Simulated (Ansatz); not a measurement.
Working through a charge-density difference against the sublattices of ZrTiB4, space group P6/mmm

With the Ansatz DFT code, driven from Python.

Interactive session:
```pycon
>>> import warnings
>>> import ansatz as az
>>> import numpy as np
>>> SMEARING = "fermi_dirac"
>>> SMEARING_WIDTH = 0.2
>>> SCF_TOL = 1e-06
>>> MAX_SCF = 100
>>> CUTOFF = 460
>>> KMESH = (9, 9, 4)
>>> VECTORS = np.array([
...     [3.097125, 0.0, 0.0],
...     [-1.548562, 2.682189, 0.0],
...     [0.0, 0.0, 6.7945],
... ])
>>> SITES = [
...     ("Zr", [0.0, 0.0, 0.5]),
...     ("Ti", [0.0, 0.0, 0.0]),
...     ("B", [1 / 3, 2 / 3, 0.766429]),
...     ("B", [1 / 3, 2 / 3, 0.233571]),
...     ("B", [2 / 3, 1 / 3, 0.766429]),
...     ("B", [2 / 3, 1 / 3, 0.233571]),
... ]
>>> def on_lattice(cell):
...     crystal = az.Crystal(lattice=az.Lattice.of(cell))
...     for symbol, position in SITES:
...         crystal = crystal.atom(symbol, position)
...     return crystal
...
>>> warnings.simplefilter("ignore", az.DeckWarning)
>>> # same cell, cutoff and mesh for the crystal and its parts
>>> def solve(crystal):
...     return (
...         crystal.calculation()
...         .functional(az.Functional.LDA)
...         .occupations(SMEARING, width=SMEARING_WIDTH)
...         .mixing("broyden", preconditioner="kerker")
...         .scf(tolerance=SCF_TOL, max_iterations=MAX_SCF, algorithm="density_mixing")
...         .basis(CUTOFF, grid_basis="typed")
...         .kpoints(*KMESH)
...         .density()
...         .run(threads=1)
...     )
...
>>> whole = solve(on_lattice(VECTORS))
>>> difference = whole.density().channels[0].density_e_per_ang3.copy()
>>> binding = whole.report["free_energy_ev"]
>>> for element in ["Zr", "Ti", "B"]:
...     part = az.Crystal(lattice=az.Lattice.of(VECTORS))
...     for symbol, position in SITES:
...         if symbol == element:
...             part = part.atom(symbol, position)
...     alone = solve(part)
...     difference -= alone.density().channels[0].density_e_per_ang3
...     binding -= alone.report["free_energy_ev"]
...     print(f"{element} sublattice: {alone.report['n_electrons']:g} electrons, {alone.report['n_iterations']} iterations")
...
Zr sublattice: 12 electrons, 8 iterations
Ti sublattice: 12 electrons, 9 iterations
B sublattice: 12 electrons, 5 iterations
>>> voxel = abs(np.linalg.det(VECTORS)) / difference.size
>>> print(f"energy of the crystal less its unpolarised sublattices: {binding / len(SITES):.4f} eV/atom")
energy of the crystal less its unpolarised sublattices: -2.8483 eV/atom
>>> print(f"net charge of the difference {difference.sum() * voxel:.5f} e, charge rearranged {0.5 * np.abs(difference).sum() * voxel:.3f} e")
net charge of the difference -0.00000 e, charge rearranged 0.927 e
>>> print(f"extremes {difference.min():.4f} and {difference.max():.4f} e/A^3")
extremes -0.1334 and 0.1875 e/A^3
>>> for (symbol, position) in SITES:
...     index = tuple(int(round(p * n)) % n for p, n in zip(position, difference.shape))
...     print(f"  change of the pseudo-density at the grid point nearest {symbol}: {difference[index]:+.4f} e/A^3")
...
  change of the pseudo-density at the grid point nearest Zr: -0.0936 e/A^3
  change of the pseudo-density at the grid point nearest Ti: -0.1334 e/A^3
  change of the pseudo-density at the grid point nearest B: -0.0706 e/A^3
  change of the pseudo-density at the grid point nearest B: -0.0706 e/A^3
  change of the pseudo-density at the grid point nearest B: -0.0706 e/A^3
  change of the pseudo-density at the grid point nearest B: -0.0706 e/A^3
>>> profile = difference.mean(axis=(0, 1))
>>> print("planar mean along the third vector:", np.round(profile[:: max(len(profile) // 12, 1)], 4))
planar mean along the third vector: [-0.0354  0.0052  0.0353 -0.0398  0.0416 -0.0163 -0.0157 -0.0163  0.0416
 -0.0398  0.0353  0.0052]
```

The settings weren't tested for convergence. The mesh is modest for a metal, so energies can be off by several to tens of meV an atom and pressures by half a GPa or more; differences at equal mesh fare better. Grid values close to the nuclei reflect the PAW or pseudopotential construction, not the all-electron fields. This cell is a computed structure, which may not be the phase found in nature. Charge moved counts every rearrangement, bonding and polarisation too, and is no transfer between atoms; the bare sublattices are artificial references. Values near the nuclei depend on the potentials. Hardware and time: 5.3 s on 1 thread of Arm Neoverse V2 (shared host), peak memory 0.41 GiB.
